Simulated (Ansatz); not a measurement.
**GeH₃− (triplet): the correlation ladder, aug-cc-pVTZ**

How much of the correlation energy of GeH₃− (triplet) does each wave-function method recover here?

Method: aug-cc-pVTZ, core rule «outside noble gas», up to 14 orbitals frozen; program: Ansatz 0.2.0, Gaussian basis.

To be run: UHF; CCSD(T) on ROHF; CCSD(T) on UHF; BCCD(T) on ROHF; CCSDT(Q) on ROHF; CCSDT(Q) on UHF.

4 further runs of the same task are left out: 1 for a known fault of the program, 3 set aside as unsound or not needed.

## 1. What is computed

The geometry is a PBE0/def2-TZVPD stationary point (not a proven minimum) of the parent state, kept for this charge and spin. No spin-orbit coupling is included. The filled d shell of Ge may be among the frozen orbitals whatever the setting's name suggests; the logs give the count.

4 atoms, charge -1, spin multiplicity 3.

Atoms are counted from 1 here; the program's logs count them from 0.

Bond lengths: Ge1–H2 1.615 Å, Ge1–H3 1.615 Å, Ge1–H4 1.615 Å. Angles: H2–Ge1–H3 92.6°, H2–Ge1–H4 92.6°, H3–Ge1–H4 92.6°.

As a file:

```xyz
4

Ge    0.0002    0.0000   -0.0355
H     1.3433    0.0091    0.8611
H    -0.6865    1.1625    0.8504
H    -0.6705   -1.1720    0.8501
```

## 2. UHF

in.yaml reads:

```yaml
crystal:
  periodic: [false, false, false]
  atoms:
    - {symbol: Ge, position_ang: [0.000190, 0.000006, -0.035544]}
    - {symbol: H, position_ang: [1.343272, 0.009089, 0.861072]}
    - {symbol: H, position_ang: [-0.686473, 1.162532, 0.850402]}
    - {symbol: H, position_ang: [-0.670496, -1.172025, 0.850119]}
basis:
  gaussian: {orbitals: aug-cc-pVTZ}
total_charge: -1
magnetization: {spin_polarized: true, initial_magnetization: 2}
hamiltonian: {xc: hf}
output: {orbitals: {seedname: orbitals}}
```

Command:

```console
$ ansatz run in.yaml --threads 1 --pin off --events-out ev --progress --plain --max-ram 4096MiB --backend cpu
```

The runs that follow: CCSD(T) on ROHF; CCSD(T) on UHF; BCCD(T) on ROHF; CCSDT(Q) on ROHF; CCSDT(Q) on UHF.

Before running them: what should the planned runs give, taken together? Wanted: UCCSDT(Q) below the RHF energy; RMP2 from UCCSDT(Q); UMP2 from UCCSDT(Q); RCCSD from UCCSDT(Q); RCCSD(T) from UCCSDT(Q); UCCSD(T) from UCCSDT(Q); RCCSDT(Q) from UCCSDT(Q); T1 diagnostic.

The runs gave:

```
                         quantity                                                   value
   UCCSDT(Q) below the RHF energy                                              -4.2931 eV
              RMP2 from UCCSDT(Q)                                         +21.02 kcal/mol
              UMP2 from UCCSDT(Q)                                         +20.86 kcal/mol
             RCCSD from UCCSDT(Q)                                          +3.99 kcal/mol
          RCCSD(T) from UCCSDT(Q)                                          +0.90 kcal/mol
          UCCSD(T) from UCCSDT(Q)                                          +0.77 kcal/mol
         RCCSDT(Q) from UCCSDT(Q)                                          +0.14 kcal/mol
levels within 1 kcal/mol (43 meV)  RCCSD(T), UCCSD(T), BCCD(T), RCCSDT, UCCSDT, RCCSDT(Q)
                    T1 diagnostic                                                   0.041
```

In words: RCCSD(T) misses by +0.90 kcal/mol, 0.9 % of the correlation energy. These misses are within one basis, not against nature; the frozen cores of restricted and unrestricted runs differ, which can shift their rows. The highest orbital lies above zero: the basis alone holds the extra electron.
